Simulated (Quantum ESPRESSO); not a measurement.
AlNi3:

```
Ni Al
1.0
     0.00000    2.80189    2.80189
     2.80189    0.00000    2.80189
     2.80189    2.80189    0.00000
Ni Al
3 1
Direct
  0.75000 0.75000 0.75000
  0.00000 0.00000 0.00000
  0.25000 0.25000 0.25000
  0.50000 0.50000 0.50000
```

The cell comes from a database or a generator and needn't be the stable form of this composition.

```yaml
Program: Quantum ESPRESSO 7.5
Task: single point
Functional: PBEsol
Potentials_or_basis: GBRV 1.5 PBEsol
Cutoff: 612 eV
Density_cutoff: 4898 eV
k_mesh: 8 × 8 × 8
Occupations: fermi-dirac, width 0.05 eV
Spin: collinear spin, ferromagnetic start
Starting_moments: "[1.0, 1.0, 1.0, 0.0] μB"
```

On this cell: pressure -0.8 GPa; largest force zero by symmetry; net moment 0.00 μB per cell; band gap on the k mesh none (metal or under the smearing width).

The same run follows on a disturbed copy (atoms moved at random, drawn with an rms of 0.05 Å):

```
Ni Al
1.0
     0.00000    2.80189    2.80189
     2.80189    0.00000    2.80189
     2.80189    2.80189    0.00000
Ni Al
3 1
Cartesian
  4.2114 4.2121 4.1976
  -0.0267 0.0170 -0.0203
  1.4600 1.3871 1.4107
  2.7731 2.8322 2.7668
```

Problem. What does the disturbed cell give?

Solution. The energy (extrapolated to zero smearing) moves by +12.0 meV/atom; pressure -0.2 GPa; largest force 0.779 eV/Å; net moment 0.00 μB per cell; band gap on the k mesh none (metal or under the smearing width).

Forces in eV/Å, atoms in the order of the input:
```
Ni  -0.273  0.113 -0.175
Ni   0.471 -0.164  0.192
Ni  -0.666  0.285 -0.286
Al   0.467 -0.234  0.269
```

Stress tensor (GPa, compression positive):
```
-0.41 -0.40  0.46
-0.40 -0.10 -0.36
 0.46 -0.36 -0.12
```
